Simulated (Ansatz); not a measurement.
**GeH₄OZn: basis-set convergence**

An exercise on one series of results from a longer session: the logs are not shown, and one member is left open.

The runs use Ansatz 0.2.0, Gaussian basis; one geometry, several basis sets.

The runs, in order: PBE0-D4/def2-SVP; ωB97M-V/def2-SVP; PBE0-D4/def2-QZVPP; ωB97M-V/def2-QZVPP; the functionals' def2-TZVPP values are taken from earlier runs.

## The relaxed structure

All runs share one geometry, relaxed beforehand with PBE0-D4 in a triple-zeta def2 set.

SMILES `[ZnH][O][GeH3]`, 7 atoms, charge 0, spin multiplicity 1.

Atoms are counted from 1 here; the program's logs count them from 0.

Bond lengths: Zn1–O2 1.764 Å, Zn1–H4 1.512 Å, O2–Ge3 1.758 Å, Ge3–H5 1.546 Å, Ge3–H6 1.542 Å, Ge3–H7 1.540 Å. Angles: O2–Zn1–H4 177.2°, Zn1–O2–Ge3 139.3°, O2–Ge3–H5 110.5°, O2–Ge3–H6 108.8°, O2–Ge3–H7 108.0°, H5–Ge3–H6 109.5°, H5–Ge3–H7 109.8°, H6–Ge3–H7 110.2°.

The first run:

in.yaml

```yaml
crystal:
  periodic: [false, false, false]
  atoms:
    - {symbol: Zn, position_ang: [-1.778536, -1.005509, -0.571539]}
    - {symbol: O, position_ang: [-0.378659, -0.583774, 0.415442]}
    - {symbol: Ge, position_ang: [0.991196, 0.517101, 0.382981]}
    - {symbol: H, position_ang: [-2.996315, -1.419032, -1.366285]}
    - {symbol: H, position_ang: [1.165401, 1.123481, -1.028496]}
    - {symbol: H, position_ang: [0.745309, 1.648226, 1.401335]}
    - {symbol: H, position_ang: [2.251604, -0.280492, 0.766572]}
basis:
  gaussian: {orbitals: def2-SVP}
hamiltonian: {xc: pbe0, dispersion: d4}
output: {orbitals: {seedname: orbitals}}
```

Started as:

```sh
> ansatz run in.yaml --threads 2 --pin off --events-out ev --progress --plain --max-ram 4352MiB
```

Steps of the session up to this table: PBE0-D4 in def2-SVP; ωB97M-V in def2-SVP; PBE0-D4 in def2-QZVPP; ωB97M-V in def2-QZVPP.

One of the session's tables, all rows but one given; the rest of the session is left out.

| functional | basis | HOMO (eV) |
| --- | --- | --- |
| PBE0-D4 | def2-SVP | -7.70 |
| PBE0-D4 | def2-TZVPP | ? |
| PBE0-D4 | def2-QZVPP | -7.98 |
| ωB97M-V | def2-SVP | -10.00 |
| ωB97M-V | def2-TZVPP | -10.30 |
| ωB97M-V | def2-QZVPP | -10.32 |

**Question.** Estimate the row for PBE0-D4, def2-TZVPP.

**Answer.** HOMO (eV): -7.96. In the column «HOMO (eV)» it lies between PBE0-D4, def2-QZVPP (-7.98) and PBE0-D4, def2-SVP (-7.70).
